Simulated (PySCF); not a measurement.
# C₅H₁₁Ga: runs on many settings

Aim: see how C₅H₁₁Ga (`[CH3][GaH][CH]=C(C)C`) answers to the choice of functional, basis, grid and SCF options, and what happens with inputs that are wrong on purpose.

The runs use PySCF 2.14.0, with density-fitted response routines of our own; the level of theory stands in each step. All values are computed, except where a source is named. Atoms count from 0, in the outputs and in this text.

## (1) Starting geometry

17 atoms, charge 0, multiplicity 1; geometry from: GFN2-xTB.

Bonds of the start (Å): C0–Ga1 2.03, Ga1–C2 2.01, C2–C3 1.34, C3–C4 1.50, C3–C5 1.50, C0–H6 1.09, C0–H7 1.09, C0–H8 1.10, Ga1–H9 1.60, C2–H10 1.10, C4–H11 1.09, C4–H12 1.09, C4–H13 1.09, C5–H14 1.09, C5–H15 1.09, C5–H16 1.09.

## (2) NMR shieldings: PBE0/pcSseg-1

Job settings and geometry (Å):

```
{"job": {"kind": "nmr", "xc": "PBE0", "basis": "pcSseg-1", "pop": true, "scf": {"level_shift": 0.2}}, "charge": 0, "multiplicity": 1}
C      3.505162    -0.383747     0.263462
Ga     1.689757     0.526119     0.189820
C      0.001882    -0.535385    -0.035880
C     -1.259743    -0.106113    -0.115701
C     -2.432597    -1.030617    -0.280794
C     -1.613676     1.348855    -0.045968
H      4.182193     0.010629    -0.501085
H      3.993046    -0.228013     1.231044
H      3.414662    -1.463843     0.106476
H      1.685223     2.118183     0.331023
H      0.167366    -1.616523    -0.097735
H     -2.996340    -0.767270    -1.175610
H     -2.115114    -2.067346    -0.360260
H     -3.104874    -0.935291     0.571861
H     -0.711937     1.950616     0.087516
H     -2.116850     1.657318    -0.962637
H     -2.295159     1.534458     0.784557
```

Level: GIAO PBE0/pcSseg-1 NMR shielding, non-relativistic, gas phase.

Launch:

```
$ OMP_NUM_THREADS=1 python probes_run.py task.json out
```

The driver reads the jobs from task.json and runs them one after another.

Output:

```text
final grid: 128424 points
cycle   1  E = -2121.1711853453  dE = -3.077e-01  |g| = 8.903e-01  |ddm| = 3.595e+00
cycle   2  E = -2121.1900385635  dE = -1.885e-02  |g| = 8.342e-01  |ddm| = 8.408e-01
cycle   3  E = -2121.2522338557  dE = -6.220e-02  |g| = 7.951e-02  |ddm| = 3.837e-01
cycle   4  E = -2121.2538499280  dE = -1.616e-03  |g| = 3.407e-02  |ddm| = 1.063e-01
cycle   5  E = -2121.2541118775  dE = -2.619e-04  |g| = 9.119e-03  |ddm| = 2.613e-02
cycle   6  E = -2121.2541311993  dE = -1.932e-05  |g| = 3.143e-03  |ddm| = 1.041e-02
cycle   7  E = -2121.2541340902  dE = -2.891e-06  |g| = 7.171e-04  |ddm| = 3.489e-03
cycle   8  E = -2121.2541342905  dE = -2.003e-07  |g| = 2.182e-04  |ddm| = 1.390e-03
cycle   9  E = -2121.2541343176  dE = -2.711e-08  |g| = 8.803e-05  |ddm| = 4.949e-04
cycle  10  E = -2121.2541343223  dE = -4.682e-09  |g| = 2.843e-05  |ddm| = 1.960e-04
cycle  11  E = -2121.2541343231  dE = -7.831e-10  |g| = 1.111e-05  |ddm| = 8.122e-05
level shift removed, Fock matrix diagonalised once more
converged SCF energy = -2121.2541343231

GIAO shielding tensors (ppm)
atom      isotropic    diamagn.    paramagn.     s11        s22        s33       span
  0 C      185.331     252.962     -67.631    164.528    194.777    196.688     32.160
  1 Ga    1166.931    2638.954   -1472.023    958.281   1173.427   1369.084    410.803
  2 C       44.758     259.828    -215.070    -54.678     52.446    136.506    191.184
  3 C       19.314     260.249    -240.935   -103.200      5.847    155.295    258.495
  4 C      155.814     246.966     -91.153    133.927    146.375    187.140     53.213
  5 C      158.312     249.795     -91.483    144.967    146.113    183.856     38.889
  6 H       31.282      28.866       2.416     27.088     28.058     38.701     11.613
  7 H       31.338      28.966       2.372     27.223     27.992     38.798     11.575
  8 H       30.968      31.421      -0.453     26.034     29.087     37.782     11.749
  9 H       24.689      28.967      -4.278     19.841     21.271     32.955     13.114
 10 H       25.161      34.976      -9.815     22.642     23.335     29.507      6.865
 11 H       29.617      28.688       0.929     26.174     28.173     34.504      8.330
 12 H       29.762      30.560      -0.798     25.816     28.992     34.479      8.664
 13 H       29.577      28.673       0.904     26.268     27.953     34.510      8.242
 14 H       28.338      32.250      -3.911     22.638     29.133     33.244     10.606
 15 H       29.862      30.141      -0.279     26.594     28.070     34.921      8.327
 16 H       29.861      30.118      -0.257     26.537     28.145     34.902      8.365
```

Run time: 53 s. Hardware: 1 thread of Intel Xeon at 2.70GHz, shared host; peak memory 0.75 GiB.

The references, computed at this level on geometries of the same kind, shield at (ppm): ¹H TMS 31.72, ¹³C TMS 186.9. Their shielding less the atom's gives the shift. The references are single molecules in the gas phase. Atoms listed in one row are averaged.

| atoms | environment | σ (ppm) | δ (ppm) |
| --- | --- | --- | --- |
| C3 | fully substituted alkene carbon | 19.3 | 167.6 |
| C2 | alkene CH | 44.8 | 142.2 |
| C4 | allylic methyl carbon | 155.8 | 31.1 |
| C5 | allylic methyl carbon | 158.3 | 28.6 |
| C0 | methyl carbon bonded to Ga | 185.3 | 1.6 |
| H9 | hydrogen on a Ga bonded to 2 C | 24.69 | 7.03 |
| H10 | hydrogen on an alkene CH | 25.16 | 6.56 |
| H14, H15, H16 | hydrogen on an allylic methyl carbon | 29.35 | 2.36 |
| H11, H12, H13 | hydrogen on an allylic methyl carbon | 29.65 | 2.06 |
| H6, H7, H8 | hydrogen on a methyl carbon bonded to Ga | 31.20 | 0.52 |
| Ga1 | Ga bonded to 2 C, H | 1167 | – |

The run also stored atomic charges by several schemes (e):

| atoms | Mulliken | IAO | Hirshfeld | ESP fit |
| --- | --- | --- | --- | --- |
| C0 | -0.69 | -0.72 | -0.25 | -0.80 |
| Ga1 | 0.75 | 0.64 | 0.44 | 0.89 |
| C2 | -0.44 | -0.46 | -0.21 | -0.77 |
| C3 | -0.37 | 0.08 | 0.03 | 0.52 |
| C4 | -0.15 | -0.43 | -0.12 | -0.55 |
| C5 | -0.19 | -0.42 | -0.12 | -0.71 |

Mayer bond orders: C0–Ga1 0.89, Ga1–C2 0.83, C2–C3 1.82, C3–C4 1.06, C3–C5 1.07.

The fields below are evaluated on a grid from the run's orbitals.

Frontier orbitals at PBE0/pcSseg-1, with the share of their density that lies nearest to each atom:

| orbital | energy (eV) | lies on |
| --- | --- | --- |
| HOMO | -7.23 | C2 44 %; C3 30 % |
| LUMO | -1.33 | Ga1 47 %; C3 15 %; H9 10 % |

ELF in a plane through or near 11 of the atoms.

Values, 10 rows by 14 columns:
```
0.00 0.00 0.00 0.00 0.00 0.00 0.00 0.00 0.00 0.00 0.00 0.00 0.00 0.00
0.00 0.00 0.00 0.00 0.08 0.51 0.08 0.00 0.00 0.00 0.00 0.00 0.00 0.00
0.00 0.00 0.00 0.01 0.98 1.00 0.76 0.62 0.73 0.08 0.02 0.00 0.00 0.00
0.00 0.00 0.00 0.02 0.51 0.86 0.60 0.85 0.79 0.69 0.09 0.00 0.00 0.00
0.00 0.00 0.09 0.31 0.27 0.61 0.20 0.05 0.83 0.44 0.02 0.00 0.00 0.00
0.00 0.03 0.39 0.32 0.88 0.17 0.85 0.35 0.66 0.65 0.32 0.03 0.00 0.00
0.00 0.01 0.18 0.99 0.73 0.04 0.76 0.88 0.18 0.31 0.55 0.05 0.00 0.00
0.00 0.00 0.08 0.97 0.65 0.00 0.94 0.95 0.47 1.00 0.22 0.01 0.00 0.00
0.00 0.00 0.00 0.00 0.00 0.00 0.00 0.01 0.05 0.78 0.03 0.00 0.00 0.00
0.00 0.00 0.00 0.00 0.00 0.00 0.00 0.00 0.00 0.00 0.00 0.00 0.00 0.00
```
The map spans 13.5 Å across and 9.5 Å up, centred on the molecule. Atoms in the plane (x, y in Å): C0 (-3.5, -0.3), Ga1 (-1.7, 0.6), C2 (0.0, -0.5), C3 (1.3, -0.1), C4 (2.4, -1.1), C5 (1.6, 1.3), H8 (-3.4, -1.4), H9 (-1.7, 2.2), H10 (-0.2, -1.6), H12 (2.1, -2.1), H14 (0.7, 1.9).

log10 of the density (e/Å³) in the same plane.

Ten even steps from '0' (-4.0) to '9' (1.7):
```
0000000000000000000000000000
0000000011111000000000000000
0000000122332111211100000000
0000001234443233332210000000
0000012345654445544322000000
0000012356765456665532100000
0001223456665567776643100000
0012334456765556797643100000
0023455568986556776543100000
0123567767986667776543210000
0124568866666777976654320000
0123567765556877678765320000
0023457754456776678865320000
0012456654346765567754320000
0001344443234554567643210000
0000223322123443455532100000
0000011110011222233321000000
0000000000000001122210000000
0000000000000000000000000000
0000000000000000000000000000
```
The map spans 13.5 Å across and 9.5 Å up, centred on the molecule. Atoms in the plane (x, y in Å): C0 (-3.5, -0.3), Ga1 (-1.7, 0.6), C2 (0.0, -0.5), C3 (1.3, -0.1), C4 (2.4, -1.1), C5 (1.6, 1.3), H8 (-3.4, -1.4), H9 (-1.7, 2.2), H10 (-0.2, -1.6), H12 (2.1, -2.1), H14 (0.7, 1.9).

On the surface of density 0.002 e/bohr³ the electrostatic potential runs, from the 1st to the 99th percentile, from -0.64 V near C2 to 1.92 V near Ga1.

## (3) Ultraviolet spectrum: OPBE/IGLO-II

The job, as its differences from that of step 2:

```diff
@@ -1,2 +1,2 @@
-{"job": {"kind": "nmr", "xc": "PBE0", "basis": "pcSseg-1", "pop": true, "scf": {"level_shift": 0.2}}, "charge": 0, "multiplicity": 1}
+{"job": {"kind": "uv", "xc": "OPBE", "basis": "IGLO-II", "nstates": 3, "ntriplets": 2, "tda": true, "scf": {"aux": "def2-universal-jfit", "max_cycle": 57}}, "charge": 0, "multiplicity": 1}
 C      3.505162    -0.383747     0.263462
```

Level: OPBE/IGLO-II.

Output:

```text
KeyError: 'Element ga (Z=31) not found in basis IGLO-II version 0'
```

It took 0.02 s on 1 thread of Intel Xeon at 2.70GHz, shared host.

Why it failed: The basis IGLO-II has no functions for an element of the molecule, so the input was refused before any integral. The remedy is to choose a basis that covers all elements.

## (4) Excited states and response: BLYP/def2-SVPD in water

The job, as its differences from that of step 3:

```diff
@@ -1,2 +1,2 @@
-{"job": {"kind": "uv", "xc": "OPBE", "basis": "IGLO-II", "nstates": 3, "ntriplets": 2, "tda": true, "scf": {"aux": "def2-universal-jfit", "max_cycle": 57}}, "charge": 0, "multiplicity": 1}
+{"job": {"kind": "uv", "xc": "BLYP", "basis": "def2-SVPD", "solvent": "water", "nstates": 1, "ntriplets": 2, "tda": true}, "charge": 0, "multiplicity": 1}
 C      3.505162    -0.383747     0.263462
```

Method: TDA BLYP/def2-SVPD, vertical, IEF-PCM water (non-equilibrium linear response), core orbitals frozen in the response.

Output:

```text
coarse grid: 60512 points
cycle   1  E = -2121.3382633164  dE = -3.013e-01  |g| = 1.032e+00  |ddm| = 8.731e+00
cycle   2  E = -2120.9019521187  dE =  4.363e-01  |g| = 1.708e+00  |ddm| = 5.289e+00
cycle   3  E = -2121.5378518032  dE = -6.359e-01  |g| = 1.705e-01  |ddm| = 4.036e+00
cycle   4  E = -2121.5451905848  dE = -7.339e-03  |g| = 7.758e-02  |ddm| = 4.667e-01
cycle   5  E = -2121.5464600585  dE = -1.269e-03  |g| = 3.179e-02  |ddm| = 1.652e-01
cycle   6  E = -2121.5467178077  dE = -2.577e-04  |g| = 1.086e-02  |ddm| = 6.635e-02
cycle   7  E = -2121.5467503504  dE = -3.254e-05  |g| = 2.541e-03  |ddm| = 2.488e-02
cycle   8  E = -2121.5467521021  dE = -1.752e-06  |g| = 5.353e-04  |ddm| = 5.229e-03
final grid: 128424 points
cycle   9  E = -2121.5467144488  dE = -5.048e-08  |g| = 8.926e-04  |ddm| = 1.773e-02
cycle  10  E = -2121.5467138988  dE =  5.500e-07  |g| = 1.679e-03  |ddm| = 4.055e-03
cycle  11  E = -2121.5467146489  dE = -7.501e-07  |g| = 2.228e-04  |ddm| = 2.547e-03
cycle  12  E = -2121.5467146622  dE = -1.330e-08  |g| = 3.766e-05  |ddm| = 4.225e-04
cycle  13  E = -2121.5467146626  dE = -4.093e-10  |g| = 1.138e-05  |ddm| = 1.052e-04
converged SCF energy = -2121.5467146626

Static polarisability (au): isotropic 141.200, principal 99.690 137.018 186.892

Singlet excitations
state   eV       nm        f      main configurations
  1   4.3865    282.6   0.00009   H-1->L 0.98

Triplet excitations (Tamm-Dancoff, eV): 3.6838 4.1115
```

Wall time 36 s (1 thread of Intel Xeon at 2.70GHz, shared host); peak memory 0.86 GiB.

The orbitals next to the gap, with their largest atomic shares:

| orbital | eV | atoms |
| --- | --- | --- |
| HOMO−3 | -8.26 | C5 20 %, C3 20 %, C4 18 % |
| HOMO−2 | -6.29 | Ga1 28 %, H9 28 %, C0 20 % |
| HOMO−1 | -6.12 | C2 27 %, C0 21 %, Ga1 20 % |
| HOMO | -5.90 | C2 39 %, C3 31 %, C5 6 % |
| LUMO | -1.85 | Ga1 45 %, C3 16 %, C2 14 % |
| LUMO+1 | -0.10 | Ga1 43 %, C0 11 %, C2 6 % |
| LUMO+2 | 0.23 | C2 27 %, Ga1 24 %, C3 18 % |

Ground-state properties from the same run:

| property | computed |
| --- | --- |
| dipole moment (D) | 1.72 |
| polarisability (Å³) | 20.92 |
| HOMO–LUMO gap (eV) | 4.06 |
| −ε(HOMO) (eV) | 5.90 |

## (5) TDDFT and polarisability: PBE0/def2-SVPD in chloroform

The job, as its differences from that of step 4:

```diff
@@ -1,2 +1,2 @@
-{"job": {"kind": "uv", "xc": "BLYP", "basis": "def2-SVPD", "solvent": "water", "nstates": 1, "ntriplets": 2, "tda": true}, "charge": 0, "multiplicity": 1}
+{"job": {"kind": "uv", "xc": "PBE0", "basis": "def2-SVPD", "solvent": "chloroform", "nstates": 6, "ntriplets": 2, "tda": true}, "charge": 0, "multiplicity": 1}
 C      3.505162    -0.383747     0.263462
```

Method: TDA PBE0/def2-SVPD, vertical, IEF-PCM chloroform (non-equilibrium linear response), core orbitals frozen in the response.

Output:

```text
coarse grid: 60512 points
cycle   1  E = -2121.0209933926  dE = -2.715e-01  |g| = 6.565e-01  |ddm| = 6.657e+00
cycle   2  E = -2120.9810012379  dE =  3.999e-02  |g| = 8.154e-01  |ddm| = 2.496e+00
cycle   3  E = -2121.1072565490  dE = -1.263e-01  |g| = 4.641e-02  |ddm| = 1.552e+00
cycle   4  E = -2121.1075620523  dE = -3.055e-04  |g| = 2.281e-02  |ddm| = 1.192e-01
cycle   5  E = -2121.1076783907  dE = -1.163e-04  |g| = 4.594e-03  |ddm| = 5.046e-02
cycle   6  E = -2121.1076833130  dE = -4.922e-06  |g| = 1.884e-03  |ddm| = 1.057e-02
final grid: 128424 points
cycle   7  E = -2121.1076732768  dE =  1.374e-06  |g| = 3.039e-03  |ddm| = 1.299e-02
cycle   8  E = -2121.1076688006  dE =  4.476e-06  |g| = 5.144e-03  |ddm| = 1.235e-02
cycle   9  E = -2121.1076756725  dE = -6.872e-06  |g| = 1.979e-04  |ddm| = 7.798e-03
cycle  10  E = -2121.1076756829  dE = -1.041e-08  |g| = 1.916e-05  |ddm| = 3.362e-04
cycle  11  E = -2121.1076756830  dE = -1.010e-10  |g| = 7.107e-06  |ddm| = 5.142e-05
converged SCF energy = -2121.1076756830

Static polarisability (au): isotropic 119.997, principal 84.724 114.638 160.630

Singlet excitations
state   eV       nm        f      main configurations
  1   4.8902    253.5   0.00017   H-1->L 0.97
  2   5.0471    245.7   0.00072   H-2->L 0.97
  3   5.2222    237.4   0.32516   H->L 0.95
  4   6.5472    189.4   0.02263   H->L+1 0.90
  5   6.9214    179.1   0.16076   H-1->L+1 0.90
  6   7.0117    176.8   0.00802   H-1->L+3 0.83, H-2->L+3 0.08

Triplet excitations (Tamm-Dancoff, eV): 3.8108 4.5229
```

It took 49 s on 1 thread of Intel Xeon at 2.70GHz, shared host; peak memory 1.1 GiB.

This run: HOMO -7.17 eV, LUMO -1.18 eV; lowest singlet 4.89 eV.

## (6) NMR shieldings: OPBE/pcSseg-1

The job, as its differences from that of step 5:

```diff
@@ -1,2 +1,2 @@
-{"job": {"kind": "uv", "xc": "PBE0", "basis": "def2-SVPD", "solvent": "chloroform", "nstates": 6, "ntriplets": 2, "tda": true}, "charge": 0, "multiplicity": 1}
+{"job": {"kind": "nmr", "xc": "OPBE", "basis": "pcSseg-1", "pop": true}, "charge": 0, "multiplicity": 1}
 C      3.505162    -0.383747     0.263462
```

With the program's defaults for keys left out, this is: GIAO OPBE/pcSseg-1 NMR shielding, non-relativistic, gas phase.

Output:

```text
coarse grid: 60512 points
cycle   1  E = -2122.0233133238  dE = -3.645e-01  |g| = 1.158e+00  |ddm| = 3.775e+00
cycle   2  E = -2121.6695414901  dE =  3.538e-01  |g| = 1.730e+00  |ddm| = 2.190e+00
cycle   3  E = -2122.2018669636  dE = -5.323e-01  |g| = 2.139e-01  |ddm| = 1.663e+00
cycle   4  E = -2122.2112640916  dE = -9.397e-03  |g| = 1.259e-01  |ddm| = 3.438e-01
cycle   5  E = -2122.2146908361  dE = -3.427e-03  |g| = 5.051e-02  |ddm| = 1.355e-01
cycle   6  E = -2122.2153865004  dE = -6.957e-04  |g| = 1.437e-02  |ddm| = 6.100e-02
cycle   7  E = -2122.2154430056  dE = -5.651e-05  |g| = 3.354e-03  |ddm| = 1.973e-02
cycle   8  E = -2122.2154462387  dE = -3.233e-06  |g| = 1.080e-03  |ddm| = 5.046e-03
final grid: 128424 points
cycle   9  E = -2122.2154124317  dE =  3.192e-07  |g| = 1.672e-03  |ddm| = 4.145e-03
cycle  10  E = -2122.2154110606  dE =  1.371e-06  |g| = 2.776e-03  |ddm| = 4.297e-03
cycle  11  E = -2122.2154131633  dE = -2.103e-06  |g| = 3.846e-04  |ddm| = 2.881e-03
cycle  12  E = -2122.2154132005  dE = -3.719e-08  |g| = 7.885e-05  |ddm| = 3.647e-04
cycle  13  E = -2122.2154132023  dE = -1.806e-09  |g| = 1.525e-05  |ddm| = 9.877e-05
cycle  14  E = -2122.2154132024  dE = -5.912e-11  |g| = 2.946e-06  |ddm| = 1.845e-05
converged SCF energy = -2122.2154132024

GIAO shielding tensors (ppm)
atom      isotropic    diamagn.    paramagn.     s11        s22        s33       span
  0 C      185.717     253.991     -68.274    166.933    194.313    195.904     28.971
  1 Ga    1165.774    2640.260   -1474.486    975.493   1190.525   1331.304    355.812
  2 C       52.754     259.512    -206.758    -37.127     57.798    137.592    174.719
  3 C       29.628     260.406    -230.779    -80.628     14.872    154.639    235.267
  4 C      156.933     247.526     -90.593    136.526    147.121    187.153     50.627
  5 C      159.508     250.551     -91.043    145.965    148.543    184.015     38.050
  6 H       31.241      29.001       2.239     27.158     28.143     38.421     11.263
  7 H       31.291      29.113       2.178     27.286     28.082     38.506     11.221
  8 H       30.973      31.636      -0.663     26.204     29.086     37.630     11.426
  9 H       24.722      28.919      -4.197     19.891     21.218     33.057     13.166
 10 H       25.062      35.222     -10.160     22.539     23.400     29.247      6.708
 11 H       29.536      28.731       0.806     26.155     28.130     34.325      8.170
 12 H       29.738      30.752      -1.014     26.005     28.919     34.291      8.286
 13 H       29.502      28.716       0.786     26.249     27.919     34.338      8.089
 14 H       28.275      32.223      -3.948     22.707     29.110     33.008     10.302
 15 H       29.807      30.204      -0.397     26.617     28.047     34.756      8.139
 16 H       29.804      30.182      -0.378     26.562     28.118     34.732      8.170
```

Run time: 53 s. Hardware: 1 thread of Intel Xeon at 2.70GHz, shared host; peak memory 0.79 GiB.

This run: δ C3 157.9, C2 134.8, C4 30.6, C5 28.0, H9 6.95, H10 6.61 ppm.

## (7) Comparing the runs: NMR shifts

Shifts (ppm) of some atoms, chosen among heavy atoms and hydrogens apart, with basis size and wall time:

| run | C3 | C2 | C4 | C5 | C0 | H9 | H10 | functions | time |
| --- | --- | --- | --- | --- | --- | --- | --- | --- | --- |
| PBE0/pcSseg-1 | 167.6 | 142.2 | 31.1 | 28.6 | 1.6 | 7.03 | 6.56 | 181 | 53 s |
| OPBE/pcSseg-1 | 157.9 | 134.8 | 30.6 | 28.0 | 1.8 | 6.95 | 6.61 | 181 | 53 s |

## (8) Run by run: electronic excitations

Excitations and ground-state properties, with basis size and wall time:

| run | lowest singlet (eV) | brightest (eV) | f | gap (eV) | α (Å³) | μ (D) | functions | time |
| --- | --- | --- | --- | --- | --- | --- | --- | --- |
| BLYP/def2-SVPD in water | 4.39 | 4.39 | 0.000 | 4.06 | 20.92 | 1.72 | 226 | 36 s |
| PBE0/def2-SVPD in chloroform | 4.89 | 5.22 | 0.325 | 5.99 | 17.78 | 1.44 | 226 | 49 s |

## (9) Summary of results

| quantity | value |
| --- | --- |
| ¹³C shifts against TMS (PBE0/pcSseg-1) | 167.6, 142.2, 31.1, 28.6, 1.6 ppm |
| ¹H shifts against TMS (PBE0/pcSseg-1, means over atoms taken as alike) | 7.03, 6.56, 2.36, 2.06, 0.52 ppm |
| shieldings of Ga (PBE0/pcSseg-1) | Ga1 1166.9 ppm |
| surface potential, 1st and 99th percentile | -0.64 V and 1.92 V |
| lowest singlet (BLYP/def2-SVPD) | 4.39 eV (283 nm), f = 0.000 |
| lowest triplet | 3.68 eV |
| range of the shift of C3 | 157.9 to 167.6 ppm |
| range of the lowest singlet | 4.39 to 4.89 eV |
| property runs in this session | 5, of which 1 failed and 0 gave unsound results |

In words: Single values in the summary come from the first run of each kind that ended normally (PBE0/pcSseg-1; BLYP/def2-SVPD), which need not be the best level. At PBE0/pcSseg-1: The largest span, 411 ppm, is at Ga1, where the paramagnetic term is -1472 ppm. By nearest atom (PBE0/pcSseg-1), the HOMO sits on C2 44 %; C3 30 % and the LUMO on Ga1 47 %; C3 15 %. The lowest singlet, at 4.39 eV, is HOMO−1→LUMO 0.98 and is dark. The lowest triplet lies 0.70 eV below the lowest singlet. Among the atoms with a shift in every run: In ppm, C3 moves most: its shift spreads over 9.7 ppm, from 157.9 (OPBE/pcSseg-1) to 167.6 (PBE0/pcSseg-1). The lowest singlet runs from 4.39 eV (BLYP/def2-SVPD in water) to 4.89 eV (PBE0/def2-SVPD in chloroform), while the orbital gap spans 4.06 to 5.99 eV. The lowest state need not be the same one in every run. The runs solved for a few states only, so the brightest column depends on that window. Spin-orbit coupling is left out, which matters for shieldings and couplings at and beside the heavy atoms.
